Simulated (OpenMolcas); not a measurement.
**Sc²⁺ among point charges: CASSCF levels and susceptibility**

How does a field of 5 point charges split the states of Sc²⁺, and what χT follows?

Program: OpenMolcas 26.06. Level of theory: state-averaged CASSCF, spin-orbit coupling by RASSI with atomic mean-field integrals. These are calculated values, not measurements, unless marked.

1 further run of the same task is left out (it didn't finish).

## Step 1: The system

```
Species                           : Sc²⁺ (scandium, Z = 21, 19 electrons)
Basis                             : ANO-RCC-VDZP [5s4p2d1f], 34 functions
Scalar Hamiltonian                : DKH2, point nucleus
Inactive shells                   : 1s 2s 2p 3s 3p
Active space                      : 1 electron in 5 orbitals (3d)
Some configurations of this space : 3d
Orbitals                          : optimised for each spin and parity, averaged over all roots
```

The outer shells:

3d
```
3d [↑ ][  ][  ][  ][  ]
```

The ion sits among 5 point charges of -2 e arranged as a trigonal bipyramid (D3h), 1.8 Å from the ion, with the axial distance 1.872 Å. The active orbitals were held to one l.

The work runs as a chain of OpenMolcas steps in one folder; each step below is one input file. Labels, J, g values, rates, χT and fits are worked out afterwards by a script from the matrices that RASSI stores.

## Step 2: One- and two-electron integrals

a.inp

```
&GATEWAY
Coord
1

Sc 0.0 0.0 0.0
Basis=ANO-RCC-VDZP
Group=NoSym
NoMove
AngMom=0.0 0.0 0.0
AMFI
XField
5 Angstrom 0
1.800000 0.000000 0.000000 -2.000000
-0.900000 1.558846 0.000000 -2.000000
-0.900000 -1.558846 0.000000 -2.000000
0.000000 0.000000 1.872000 -2.000000
0.000000 0.000000 -1.872000 -2.000000
&SEWARD
```

Started as:

```sh
$ OMP_NUM_THREADS=1 MOLCAS_MEM=1689 MOLCAS_PROJECT=a pymolcas a.inp > a.log
```

## Step 3: CASSCF: doublets, 5 roots

a.inp

```
&RASSCF
FileOrb=start.orb
Symmetry=1
Spin=2
nActEl=1 0 0
Inactive=9
Ras2=5
CIRoot=5 5 1
SDav=5
CIMx=300
Iter=120 100
PrWF=0.3
OrbListing=Nothing
MaxOrb=0
SupSym
1
10 10 11 12 13 14 23 24 25 26 27
>>> COPY $Project.JobIph JOB001
```

start.orb holds the contracted functions of the basis, ordered by shell, or the orbitals of the step before.

## Step 4: RASSI: spin-orbit coupling between the states

a.inp

```
&RASSI
NrOfJobIphs=1 5
1 2 3 4 5
IphNames
JOB001
EJob
SpinOrbit
DIPRint=1.0
SOCoupling=1000.0
Subsets=2
Property=9
'ANGMOM' 1 'ANGMOM' 2 'ANGMOM' 3 'MLTPL  1' 1 'MLTPL  1' 2 'MLTPL  1' 3
'AMFI' 1 'AMFI' 2 'AMFI' 3
SOProperty=3
'ANGMOM' 1 'ANGMOM' 2 'ANGMOM' 3
```

Q: Predict the outcome of this session. Wanted: spin-free ground state; first state of the same spin within the active space; lowest level; next level.

The runs gave:

| quantity | value |
| --- | --- |
| method | CASSCF |
| spin-free ground state | 2E, 2-fold in its orbital part |
| first state of the same spin within the active space | 2E at 10900 cm⁻¹ |
| lowest level | 2-fold E1/2, g = 0.00, 0.01, 0.01 |
| next level | 46.8 cm⁻¹ |
| χT at 300 K | 0.48 cm³ K/mol |
| effective moment at 300 K | 1.96 μB |

In words: The spin-free ground state (2E) comes to 100 % from free-ion D terms and keeps the highest spin of the shell. χT at 300 K is 0.48, against 0.38 cm³ K/mol for the spin alone, so orbital moment adds to it. The field of point charges can differ much from that of real complexes. Point charges carry no covalency, so the field is a model and not that of real ligands.
